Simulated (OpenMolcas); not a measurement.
**Mn³⁺ among point charges: CASSCF and CASPT2 levels and susceptibility**

Aim: the splitting of the states of Mn³⁺ in the field of 4 point charges, its lowest levels with spin-orbit coupling and its magnetic susceptibility.

Method: state-averaged CASSCF and CASPT2, spin-orbit coupling by RASSI with atomic mean-field integrals. Code: OpenMolcas 26.06.

### 1 The system

```
Species                           : Mn³⁺ (manganese, Z = 25, 22 electrons)
Basis                             : ANO-RCC-VDZP [5s4p2d1f], 34 functions
Scalar Hamiltonian                : DKH2, point nucleus
Inactive shells                   : 1s 2s 2p 3s 3p
Active space                      : 4 electrons in 5 orbitals (3d)
Some configurations of this space : 3d⁴
Orbitals                          : optimised for each spin and parity, averaged over all roots
```

The outer shells:

3d4
```
3d [↑ ][↑ ][↑ ][↑ ][  ]
```

The ion sits among 4 point charges of -2.5 e arranged as a tetrahedron (Td), 2.04 Å from the ion.

Each step is its own input file, run in one work folder so that later steps find the files of earlier ones. Labels, J, g values, rates, χT and fits are worked out afterwards by a script from the matrices that RASSI stores.

### 2 One- and two-electron integrals

File a.inp:

```
&GATEWAY
Coord
1

Mn 0.0 0.0 0.0
Basis=ANO-RCC-VDZP
Group=NoSym
NoMove
AngMom=0.0 0.0 0.0
AMFI
XField
4 Angstrom 0
1.177795 1.177795 1.177795 -2.500000
1.177795 -1.177795 -1.177795 -2.500000
-1.177795 1.177795 -1.177795 -2.500000
-1.177795 -1.177795 1.177795 -2.500000
&SEWARD
```

The run is started by

```console
$ OMP_NUM_THREADS=1 MOLCAS_MEM=1689 MOLCAS_PROJECT=a pymolcas a.inp > a.log
```

### 3 Reference wave functions, quintets, 5 roots

File a.inp:

```
&RASSCF
FileOrb=start.orb
Symmetry=1
Spin=5
nActEl=4 0 0
Inactive=9
Ras2=5
CIRoot=5 5 1
SDav=5
CIMx=300
Iter=120 100
PrWF=0.3
OrbListing=Nothing
MaxOrb=0
>>> COPY $Project.JobIph JOB001
```

start.orb holds the contracted functions of the basis, ordered by shell, or the orbitals of the step before.

### 4 CASSCF: triplets, 45 roots

File a.inp:

```
&RASSCF
FileOrb=start.orb
Symmetry=1
Spin=3
nActEl=4 0 0
Inactive=9
Ras2=5
CIRoot=45 45 1
SDav=45
CIMx=300
Iter=120 100
PrWF=0.3
OrbListing=Nothing
MaxOrb=0
>>> COPY $Project.JobIph JOB002
```

### 5 Reference wave functions, singlets, 50 roots

File a.inp:

```
&RASSCF
FileOrb=start.orb
Symmetry=1
Spin=1
nActEl=4 0 0
Inactive=9
Ras2=5
CIRoot=50 50 1
SDav=50
CIMx=300
Iter=120 100
PrWF=0.3
OrbListing=Nothing
MaxOrb=0
>>> COPY $Project.JobIph JOB003
```

### 6 State interaction with spin-orbit coupling

File a.inp:

```
&RASSI
NrOfJobIphs=3 5 45 50
1 2 3 4 5
1 2 3 4 5 6 7 8 9 10 11 12 13 14 15 16 17 18 19 20 21 22 23 24 25 26 27
28 29 30 31 32 33 34 35 36 37 38 39 40 41 42 43 44 45
1 2 3 4 5 6 7 8 9 10 11 12 13 14 15 16 17 18 19 20 21 22 23 24 25 26 27
28 29 30 31 32 33 34 35 36 37 38 39 40 41 42 43 44 45 46 47 48 49 50
IphNames
JOB001
JOB002
JOB003
EJob
SpinOrbit
DIPRint=1.0
SOCoupling=1000.0
Subsets=2
Property=9
'ANGMOM' 1 'ANGMOM' 2 'ANGMOM' 3 'MLTPL  1' 1 'MLTPL  1' 2 'MLTPL  1' 3
'AMFI' 1 'AMFI' 2 'AMFI' 3
SOProperty=3
'ANGMOM' 1 'ANGMOM' 2 'ANGMOM' 3
```

### 7 CASPT2: IPEA 0.25, imaginary shift 0.1 (closed shells correlated: 3s 3p)

File a.inp:

```
>>> COPY JOB001 $Project.JobIph
&CASPT2
Multistate=5 1 2 3 4 5
NoMult
Frozen=5
IPEA=0.25
Imaginary=0.1
MaxIter=60
WThr=0.0 0.3 0.05
PrWF=0.5
NoMix
>>> COPY JOB002 $Project.JobIph
&CASPT2
Multistate=45 1 2 3 4 5 6 7 8 9 10 11 12 13 14 15 16 17 18 19 20 21 22
23 24 25 26 27 28 29 30 31 32 33 34 35 36 37 38 39 40 41 42 43 44 45
NoMult
Frozen=5
IPEA=0.25
Imaginary=0.1
MaxIter=60
WThr=0.0 0.3 0.05
PrWF=0.5
NoMix
>>> COPY JOB003 $Project.JobIph
&CASPT2
Multistate=50 1 2 3 4 5 6 7 8 9 10 11 12 13 14 15 16 17 18 19 20 21 22
23 24 25 26 27 28 29 30 31 32 33 34 35 36 37 38 39 40 41 42 43 44 45 46
47 48 49 50
NoMult
Frozen=5
IPEA=0.25
Imaginary=0.1
MaxIter=60
WThr=0.0 0.3 0.05
PrWF=0.5
NoMix
```

(Steps that only read results are left out.)

Before running it: what results should come out? Wanted: spin-free ground state; first state of the same spin within the active space; lowest level; next level.

As calculated:

| quantity | value |
| --- | --- |
| method | SS-CASPT2, IPEA 0.25, imaginary shift 0.1 (closed shells correlated: 3s 3p) |
| spin-free ground state | 5T2, 3-fold in its orbital part |
| first state of the same spin within the active space | 5E at 1880 cm⁻¹ |
| lowest level | 1-fold A1 |
| next level | 54.2 cm⁻¹ |
| χT at 300 K | 2.17 cm³ K/mol |
| effective moment at 300 K | 4.17 μB |

Cost by method:

| method | time of its own steps | time with the reference |
| --- | --- | --- |
| A. CASSCF | 27 s | 27 s |
| B. SS-CASPT2, IPEA 0.25, imaginary shift 0.1, +3s 3p | 8.2 s | 35 s |

Times are of one thread on a shared host.

The spin-free ground state (5T2) comes to 100 % from free-ion D terms and keeps the highest spin of the shell. χT at 300 K is 2.17, against 3.01 cm³ K/mol for the spin alone, so spin-orbit coupling lowers it. An active space of the d shell alone favours high spin; real ions in strong fields can be low spin. CASPT2 does not keep the components of a term degenerate, and the means are used. The field of point charges can differ much from that of real complexes. Point charges carry no covalency, so the field is a model and not that of real ligands.
